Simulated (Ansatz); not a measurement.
# H5NSeSi: the cost of one run

All numbers are computed with Ansatz 0.2.0, driven from Python. Level of theory: CAM-B3LYP/def2-SVPD.

**1. The system**

Bond lengths: N1–Si2 1.740 Å, Si2–Se3 2.264 Å, N1–H4 1.034 Å, N1–H5 1.099 Å, Si2–H6 1.480 Å, Si2–H7 1.491 Å, Se3–H8 1.480 Å. Angles: N1–Si2–Se3 107.3°, N1–Si2–H6 110.7°, N1–Si2–H7 110.6°, Se3–Si2–H6 110.2°, Se3–Si2–H7 109.4°, H6–Si2–H7 108.5°, Si2–N1–H4 107.0°, Si2–N1–H5 107.3°, H4–N1–H5 103.4°, Si2–Se3–H8 91.3°.

No structure file is read: the coordinates are typed or built in the script.

**2. The code**

File ip_h5nsesi.py:

```python
"""Vertical ionisation energy and electron affinity of H5NSeSi."""

import ansatz as az

BASIS = "def2-SVPD"
XC = "cam_b3lyp"


def single_point(molecule, charge=0, unpaired=0):
    calc = molecule.calculation().basis(gaussian=BASIS).functional(XC)
    if charge:
        calc = calc.charge(charge)
    if unpaired:
        calc = calc.spin("collinear", total=unpaired)
    return calc.run(threads=1).report["free_energy_ev"]

geometry_ang = [
    ("N", (-1.0448, 0.1971, -0.6764)),
    ("Si", (0.4678, 0.3461, 0.1711)),
    ("Se", (1.1224, -1.7419, 0.7533)),
    ("H", (-0.8458, -0.2941, -1.5645)),
    ("H", (-1.3379, 1.2053, -1.0024)),
    ("H", (0.311, 1.1888, 1.3778)),
    ("H", (1.5031, 0.9631, -0.7064)),
    ("H", (-0.0836, -1.9215, 1.5916)),
]
system = az.Crystal.molecule()
for symbol, xyz in geometry_ang:
    system = system.atom(symbol, xyz)

# delta-SCF style differences, no relaxation
parent = single_point(system, 0, 0)
cation = single_point(system, 1, 1)
print(f"E(N)   = {parent:.5f} eV")
print(f"E(N-1) = {cation:.5f} eV  (1 unpaired)")
print(f"vertical ionisation energy {cation - parent:.3f} eV")
anion = single_point(system, -1, 1)
print(f"E(N+1) = {anion:.5f} eV  (1 unpaired)")
print(f"vertical electron affinity {parent - anion:.3f} eV" + ("" if anion < parent else " (unbound in this basis)"))
print(f"fundamental gap IP - EA = {cation + anion - 2 * parent:.3f} eV")
```

**3. The input behind the calls**

The package turns the script's settings into the engine's input (first run):

```yaml
crystal:
  periodic: [false, false, false]
  atoms:
    - { symbol: "N", position_ang: [-1.0448, 0.1971, -0.6764] }
    - { symbol: Si, position_ang: [0.4678, 0.3461, 0.1711] }
    - { symbol: Se, position_ang: [1.1224, -1.7419, 0.7533] }
    - { symbol: H, position_ang: [-0.8458, -0.2941, -1.5645] }
    - { symbol: H, position_ang: [-1.3379, 1.2053, -1.0024] }
    - { symbol: H, position_ang: [0.311, 1.1888, 1.3778] }
    - { symbol: H, position_ang: [1.5031, 0.9631, -0.7064] }
    - { symbol: H, position_ang: [-0.0836, -1.9215, 1.5916] }
basis:
  gaussian:
    orbitals: def2-SVPD
hamiltonian:
  xc: cam_b3lyp
```

**4. Launch**

Run with:

```
$ python ip_h5nsesi.py
```

Q: Estimate wall time and peak memory on 1 thread of Arm Neoverse N1, shared host.

About 2 min, with a peak of 0.61 GiB.
